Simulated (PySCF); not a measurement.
# [ClFCu(mu-OH)2CuClF]2-: magnetic exchange

What do calculations give for the magnetic exchange of [ClFCu(mu-OH)2CuClF]2-?

Computed with PySCF 2.14.0 and routines of our own; the level stands in each step. Atoms count from 0.

## (1) The system as given

10 atoms, charge -2, high-spin multiplicity 3; geometry from: idealised, bond lengths from ionic radii.

The system (edge-sharing dimer): [ClFCu(mu-OH)2CuClF]2-. The metals (Cu(II), Cu(II)) are 3.02 Å apart; the bridge angle is 103°; the spin sites are atom 0 (1 unpaired) and atom 1 (1 unpaired).

## (2) Magnetic exchange: B3LYP/def2-SVP H:def2-SV(P) in water

What the job is given:

```
{"job": {"kind": "bs", "xc": "B3LYP", "basis": {"default": "def2-SVP", "H": "def2-SV(P)"}, "grid": 1, "solvent": "water"}, "charge": -2, "high_spin_multiplicity": 3, "spin_sites": [[[0], 1], [[1], 1]]}
Cu    -1.512300     0.061700    -0.000000
Cu     1.512300     0.061700    -0.000000
O      0.000000     1.273200    -0.000000
H      0.000000     2.243200    -0.000000
O      0.000000    -1.149900     0.000000
H      0.000000    -2.119900     0.000000
Cl    -3.121600    -1.595400     0.000000
F     -2.822100     1.410300    -0.000000
Cl     3.121600    -1.595400     0.000000
F      2.822100     1.410300    -0.000000
```

With the program's defaults for keys left out, this is: B3LYP/def2-SVP H:def2-SV(P) high-spin and broken-symmetry single points, IEF-PCM water.

Started as:

```bash
$ OMP_NUM_THREADS=1 python exch_run.py task.json out
```

One launch serves the whole session: the jobs run in the order shown.

What it wrote:

```text
high-spin state, multiplicity 3
final grid: 53416 points
cycle   1  E = -4550.9658513894  dE = -9.778e-01  |g| = 2.098e+00  |ddm| = 2.094e+00
cycle   2  E = -4546.9625490335  dE =  4.003e+00  |g| = 3.642e+00  |ddm| = 4.353e+00
cycle   3  E = -4552.1861747929  dE = -5.224e+00  |g| = 5.848e-01  |ddm| = 3.529e+00
cycle   4  E = -4552.2838442925  dE = -9.767e-02  |g| = 2.656e-01  |ddm| = 5.353e-01
cycle   5  E = -4552.3044185068  dE = -2.057e-02  |g| = 1.173e-01  |ddm| = 2.697e-01
cycle   6  E = -4552.3092362936  dE = -4.818e-03  |g| = 1.497e-02  |ddm| = 9.389e-02
cycle   7  E = -4552.3093198394  dE = -8.355e-05  |g| = 7.461e-03  |ddm| = 1.737e-02
cycle   8  E = -4552.3093356536  dE = -1.581e-05  |g| = 2.688e-03  |ddm| = 5.501e-03
cycle   9  E = -4552.3093384773  dE = -2.824e-06  |g| = 1.106e-03  |ddm| = 3.274e-03
cycle  10  E = -4552.3093390750  dE = -5.977e-07  |g| = 3.194e-04  |ddm| = 1.532e-03
cycle  11  E = -4552.3093391340  dE = -5.901e-08  |g| = 1.783e-04  |ddm| = 4.449e-04
cycle  12  E = -4552.3093391651  dE = -3.107e-08  |g| = 7.458e-05  |ddm| = 3.020e-04
cycle  13  E = -4552.3093391878  dE = -2.271e-08  |g| = 3.898e-05  |ddm| = 3.862e-04
cycle  14  E = -4552.3093391983  dE = -1.050e-08  |g| = 1.620e-05  |ddm| = 3.519e-04
cycle  15  E = -4552.3093391999  dE = -1.610e-09  |g| = 7.180e-06  |ddm| = 1.410e-04
converged SCF energy = -4552.3093391999

broken-symmetry state, M_S = 0, start: spins of the second site flipped
final grid: 53416 points
cycle   1  E = -4552.3118124713  dE = -5.530e-03  |g| = 1.736e-02  |ddm| = 2.007e-01
cycle   2  E = -4552.3117330529  dE =  7.942e-05  |g| = 3.175e-02  |ddm| = 4.361e-02
cycle   3  E = -4552.3120608099  dE = -3.278e-04  |g| = 6.380e-03  |ddm| = 2.334e-02
cycle   4  E = -4552.3120724057  dE = -1.160e-05  |g| = 3.895e-03  |ddm| = 8.306e-03
cycle   5  E = -4552.3120783094  dE = -5.904e-06  |g| = 9.943e-04  |ddm| = 3.571e-03
cycle   6  E = -4552.3120786806  dE = -3.713e-07  |g| = 2.304e-04  |ddm| = 1.202e-03
cycle   7  E = -4552.3120787017  dE = -2.104e-08  |g| = 1.100e-04  |ddm| = 2.922e-04
cycle   8  E = -4552.3120787074  dE = -5.746e-09  |g| = 3.119e-05  |ddm| = 1.126e-04
converged SCF energy = -4552.3120787074

<S^2> high spin = 2.0043, broken symmetry = 0.9500
E(HS) - E(BS) = 601.25 cm-1
J_noodleman = -601.25 cm-1
J_unprojected = -300.63 cm-1
J_yamaguchi = -570.25 cm-1
```

Wall time 30 s (1 thread of Intel Xeon 6975P-C (Granite Rapids), shared host).

Key values:

```
                     quantity          value
                J (Yamaguchi)      -570 cm⁻¹
low less high spin, projected  -3.3 kcal/mol
```

Mulliken spin populations of the high-spin state:

```csv
atom,value (e)
Cu0,0.64
Cu1,0.64
O2,0.15
H3,0.01
O4,0.14
H5,0.01
Cl6,0.11
F7,0.10
Cl8,0.11
F9,0.10
```

## (3) Magnetic exchange: CASSCF and SC-NEVPT2/def2-SVP H:def2-SV(P) (2,2) in water

The job, as its differences from that of step 2:

```diff
@@ -1,2 +1,2 @@
-{"job": {"kind": "bs", "xc": "B3LYP", "basis": {"default": "def2-SVP", "H": "def2-SV(P)"}, "grid": 1, "solvent": "water"}, "charge": -2, "high_spin_multiplicity": 3, "spin_sites": [[[0], 1], [[1], 1]]}
+{"job": {"kind": "cas", "xc": "B3LYP", "basis": {"default": "def2-SVP", "H": "def2-SV(P)"}, "grid": 1, "active": "magnetic", "zfs": false, "npt": 3, "solvent": "water"}, "charge": -2, "high_spin_multiplicity": 3, "spin_sites": [[[0], 1], [[1], 1]]}
 Cu    -1.512300     0.061700    -0.000000
```

With the program's defaults for keys left out, this is: CASSCF and SC-NEVPT2/def2-SVP H:def2-SV(P) spin states, IEF-PCM water.

What it wrote:

```text
start orbitals: natural orbitals of the high-spin B3LYP determinant (converged)
active space: 2 electrons in 2 orbitals, 64 closed; orbitals optimised for multiplicities 3 1
macro   0  E = -4545.9862742113  dE =  0.000e+00  |g| = 1.154e+00
macro   1  E = -4546.1006035102  dE = -1.143e-01  |g| = 3.030e-01
macro   2  E = -4546.1321192438  dE = -3.152e-02  |g| = 2.999e-01
macro   3  E = -4546.1366590561  dE = -4.540e-03  |g| = 7.740e-02
macro   4  E = -4546.1371484526  dE = -4.894e-04  |g| = 1.440e-02
macro   5  E = -4546.1371876908  dE = -3.924e-05  |g| = 9.230e-03
macro   6  E = -4546.1371925901  dE = -4.899e-06  |g| = 2.297e-03
macro   7  E = -4546.1371935260  dE = -9.359e-07  |g| = 1.502e-03
macro   8  E = -4546.1371949787  dE = -1.453e-06  |g| = 2.003e-03
macro   9  E = -4546.1371965539  dE = -1.575e-06  |g| = 2.531e-03
macro  10  E = -4546.1371973849  dE = -8.310e-07  |g| = 1.311e-03
macro  11  E = -4546.1371975385  dE = -1.536e-07  |g| = 3.116e-04
macro  12  E = -4546.1371975521  dE = -1.365e-08  |g| = 1.289e-04
CASSCF converged, mean energy = -4546.1371975521
2S+1 = 3  root 0  E(CAS) = -4546.13709990  E(NEVPT2) = -4547.78377019  occupations 1.000 1.000
2S+1 = 1  root 0  E(CAS) = -4546.13729521  E(NEVPT2) = -4547.78418302  occupations 1.043 0.957
```

It took 9 s on 1 thread of Intel Xeon 6975P-C (Granite Rapids), shared host.

The solvent's field is frozen at that of the high-spin determinant; only differences between these total energies have meaning.

From this job:

```
                   quantity          value
                 J (CASSCF)       -21 cm⁻¹
                 J (NEVPT2)       -45 cm⁻¹
low less high spin (NEVPT2)  -0.3 kcal/mol
         diradical index y0           0.96
```

## (4) Magnetic exchange: HF/def2-SVP H:def2-SV(P) in water

What the job is given:

```
{"job": {"kind": "bs", "xc": "HF", "basis": {"default": "def2-SVP", "H": "def2-SV(P)"}, "grid": 1, "solvent": "water"}, "charge": -2, "high_spin_multiplicity": 3, "spin_sites": [[[0], 1], [[1], 1]]}
Cu    -1.512300     0.061700    -0.000000
Cu     1.512300     0.061700    -0.000000
O      0.000000     1.273200    -0.000000
H      0.000000     2.243200    -0.000000
O      0.000000    -1.149900     0.000000
H      0.000000    -2.119900     0.000000
Cl    -3.121600    -1.595400     0.000000
F     -2.822100     1.410300    -0.000000
Cl     3.121600    -1.595400     0.000000
F      2.822100     1.410300    -0.000000
```

Level: HF/def2-SVP H:def2-SV(P) high-spin and broken-symmetry single points, IEF-PCM water.

What it wrote:

```text
high-spin state, multiplicity 3
final grid: 53416 points
cycle   1  E = -4546.1153027288  dE = -1.190e-01  |g| = 1.336e-01  |ddm| = 5.699e-01
cycle   2  E = -4546.1400689957  dE = -2.477e-02  |g| = 7.216e-02  |ddm| = 1.977e-01
cycle   3  E = -4546.1467143318  dE = -6.645e-03  |g| = 3.755e-02  |ddm| = 1.185e-01
cycle   4  E = -4546.1478268212  dE = -1.112e-03  |g| = 9.877e-03  |ddm| = 4.652e-02
cycle   5  E = -4546.1479782865  dE = -1.515e-04  |g| = 4.620e-03  |ddm| = 2.238e-02
cycle   6  E = -4546.1480046316  dE = -2.635e-05  |g| = 2.201e-03  |ddm| = 9.377e-03
cycle   7  E = -4546.1480108754  dE = -6.244e-06  |g| = 1.098e-03  |ddm| = 5.334e-03
cycle   8  E = -4546.1480125035  dE = -1.628e-06  |g| = 6.567e-04  |ddm| = 1.746e-03
cycle   9  E = -4546.1480138118  dE = -1.308e-06  |g| = 5.537e-04  |ddm| = 1.570e-03
cycle  10  E = -4546.1480152089  dE = -1.397e-06  |g| = 4.651e-04  |ddm| = 1.942e-03
cycle  11  E = -4546.1480167610  dE = -1.552e-06  |g| = 3.569e-04  |ddm| = 2.718e-03
cycle  12  E = -4546.1480183205  dE = -1.559e-06  |g| = 1.762e-04  |ddm| = 4.645e-03
cycle  13  E = -4546.1480185438  dE = -2.233e-07  |g| = 9.768e-05  |ddm| = 1.670e-03
cycle  14  E = -4546.1480185922  dE = -4.847e-08  |g| = 4.237e-05  |ddm| = 8.805e-04
cycle  15  E = -4546.1480185971  dE = -4.873e-09  |g| = 3.026e-05  |ddm| = 1.714e-04
converged SCF energy = -4546.1480185971

broken-symmetry state, M_S = 0, start: spins of the second site flipped
final grid: 53416 points
cycle   1  E = -4546.1476055825  dE = -6.321e-03  |g| = 2.863e-02  |ddm| = 6.834e-02
cycle   2  E = -4546.1479382867  dE = -3.327e-04  |g| = 8.857e-03  |ddm| = 1.975e-02
cycle   3  E = -4546.1480187422  dE = -8.046e-05  |g| = 3.590e-03  |ddm| = 1.376e-02
cycle   4  E = -4546.1480374298  dE = -1.869e-05  |g| = 1.638e-03  |ddm| = 9.715e-03
cycle   5  E = -4546.1480393641  dE = -1.934e-06  |g| = 3.796e-04  |ddm| = 2.818e-03
cycle   6  E = -4546.1480396079  dE = -2.438e-07  |g| = 1.163e-04  |ddm| = 1.356e-03
cycle   7  E = -4546.1480396176  dE = -9.631e-09  |g| = 5.283e-05  |ddm| = 1.473e-04
converged SCF energy = -4546.1480396176

<S^2> high spin = 2.0062, broken symmetry = 1.0056
E(HS) - E(BS) = 4.61 cm-1
J_noodleman = -4.61 cm-1
J_unprojected = -2.31 cm-1
J_yamaguchi = -4.61 cm-1
```

Wall time 17 s (1 thread of Intel Xeon 6975P-C (Granite Rapids), shared host).

From this job:

```csv
quantity,value
J (Yamaguchi),-5 cm⁻¹
"low less high spin, projected",0.0 kcal/mol
```

## (5) Magnetic exchange: CASSCF and SC-NEVPT2/def2-SVP H:def2-SV(P) (2,2) in water

The job, as its differences from that of step 4:

```diff
@@ -1,2 +1,2 @@
-{"job": {"kind": "bs", "xc": "HF", "basis": {"default": "def2-SVP", "H": "def2-SV(P)"}, "grid": 1, "solvent": "water"}, "charge": -2, "high_spin_multiplicity": 3, "spin_sites": [[[0], 1], [[1], 1]]}
+{"job": {"kind": "cas", "xc": "HF", "basis": {"default": "def2-SVP", "H": "def2-SV(P)"}, "grid": 1, "active": "magnetic", "zfs": false, "npt": 3, "solvent": "water", "fc": false}, "charge": -2, "high_spin_multiplicity": 3, "spin_sites": [[[0], 1], [[1], 1]]}
 Cu    -1.512300     0.061700    -0.000000
```

Method: CASSCF and SC-NEVPT2/def2-SVP H:def2-SV(P) spin states, IEF-PCM water.

What it wrote:

```text
start orbitals: natural orbitals of the high-spin HF determinant (converged)
active space: 2 electrons in 2 orbitals, 64 closed; orbitals optimised for multiplicities 3 1
macro   0  E = -4546.1414613179  dE =  0.000e+00  |g| = 1.850e-02
macro   1  E = -4546.1415308439  dE = -6.953e-05  |g| = 7.305e-03
macro   2  E = -4546.1415407488  dE = -9.905e-06  |g| = 4.328e-03
macro   3  E = -4546.1415417980  dE = -1.049e-06  |g| = 1.450e-03
macro   4  E = -4546.1415419251  dE = -1.271e-07  |g| = 2.243e-04
macro   5  E = -4546.1415419373  dE = -1.225e-08  |g| = 1.475e-04
CASSCF converged, mean energy = -4546.1415419373
2S+1 = 3  root 0  E(CAS) = -4546.14145058  E(NEVPT2) = -4547.81727533  occupations 1.000 1.000
2S+1 = 1  root 0  E(CAS) = -4546.14163329  E(NEVPT2) = -4547.81766392  occupations 1.041 0.959
```

It took 22 s on 1 thread of Intel Xeon 6975P-C (Granite Rapids), shared host.

The solvent's field is frozen at that of the high-spin determinant; only differences between these total energies have meaning.

In short:

```csv
quantity,value
J (CASSCF),-20 cm⁻¹
J (NEVPT2),-43 cm⁻¹
low less high spin (NEVPT2),-0.2 kcal/mol
diradical index y0,0.96
```

## (6) Magnetic exchange: CASSCF and SC-NEVPT2/def2-SVP H:def2-SV(P) (2,2) in water

What the job is given:

```
{"job": {"kind": "cas", "xc": "B3LYP", "basis": {"default": "def2-SVP", "H": "def2-SV(P)"}, "grid": 1, "active": "magnetic", "zfs": false, "npt": 3, "solvent": "water", "conv": 0.1, "loose": true}, "charge": -2, "high_spin_multiplicity": 3, "spin_sites": [[[0], 1], [[1], 1]]}
Cu    -1.512300     0.061700    -0.000000
Cu     1.512300     0.061700    -0.000000
O      0.000000     1.273200    -0.000000
H      0.000000     2.243200    -0.000000
O      0.000000    -1.149900     0.000000
H      0.000000    -2.119900     0.000000
Cl    -3.121600    -1.595400     0.000000
F     -2.822100     1.410300    -0.000000
Cl     3.121600    -1.595400     0.000000
F      2.822100     1.410300    -0.000000
```

Level: CASSCF and SC-NEVPT2/def2-SVP H:def2-SV(P) spin states, IEF-PCM water.

What it wrote:

```text
start orbitals: natural orbitals of the high-spin B3LYP determinant (converged)
active space: 2 electrons in 2 orbitals, 64 closed; orbitals optimised for multiplicities 3 1
macro   0  E = -4545.9862742113  dE =  0.000e+00  |g| = 1.154e+00
macro   1  E = -4546.1006035102  dE = -1.143e-01  |g| = 3.030e-01
macro   2  E = -4546.1321192438  dE = -3.152e-02  |g| = 2.999e-01
macro   3  E = -4546.1366590561  dE = -4.540e-03  |g| = 7.740e-02
CASSCF converged, mean energy = -4546.1366590561
2S+1 = 3  root 0  E(CAS) = -4546.13652813  E(NEVPT2) = -4547.78263089  occupations 1.000 1.000
2S+1 = 1  root 0  E(CAS) = -4546.13678999  E(NEVPT2) = -4547.78312074  occupations 1.048 0.952
```

It took 21 s on 1 thread of Intel Xeon 6975P-C (Granite Rapids), shared host.

What is wrong: the input is at fault (CASSCF threshold too loose), so its values are no properties of the molecule.

## (7) The levels compared

J for H = −2J S1·S2; the gap is low spin less high spin (projected; unprojected where the broken-symmetry state collapsed; or NEVPT2):

```
step                                                      level  geometry  J (cm⁻¹)  gap (kcal/mol)  time
   2                       B3LYP/def2-SVP H:def2-SV(P) in water       one      -570            -3.3  30 s
   3  CASSCF and SC-NEVPT2/def2-SVP H:def2-SV(P) (2,2) in water       one       -45            -0.3   9 s
   4                          HF/def2-SVP H:def2-SV(P) in water       one        -5             0.0  17 s
   5  CASSCF and SC-NEVPT2/def2-SVP H:def2-SV(P) (2,2) in water       one       -43            -0.2  22 s
```

CASSCF times leave out a start SCF that an earlier step had already made.

## (8) Summary of results

| quantity | value |
| --- | --- |
| J (Yamaguchi) (step 2, B3LYP/def2-SVP H:def2-SV(P) in water) | -570 cm⁻¹ |
| low less high spin, projected (step 2, B3LYP/def2-SVP H:def2-SV(P) in water) | -3.3 kcal/mol |
| J | -570 (B3LYP/def2-SVP H:def2-SV(P) in water) to -5 cm⁻¹ (HF/def2-SVP H:def2-SV(P) in water) |
| runs | 0 failed, 1 ended on unsound input |

What this shows: The levels with a meaningful J put the low-spin state lower (antiferromagnetic coupling), from -570 to -5 cm⁻¹. The functionals give up to 13 times the NEVPT2 value: they tend to spread the spin over bridges and ligands, while a small active space tends to give too little.
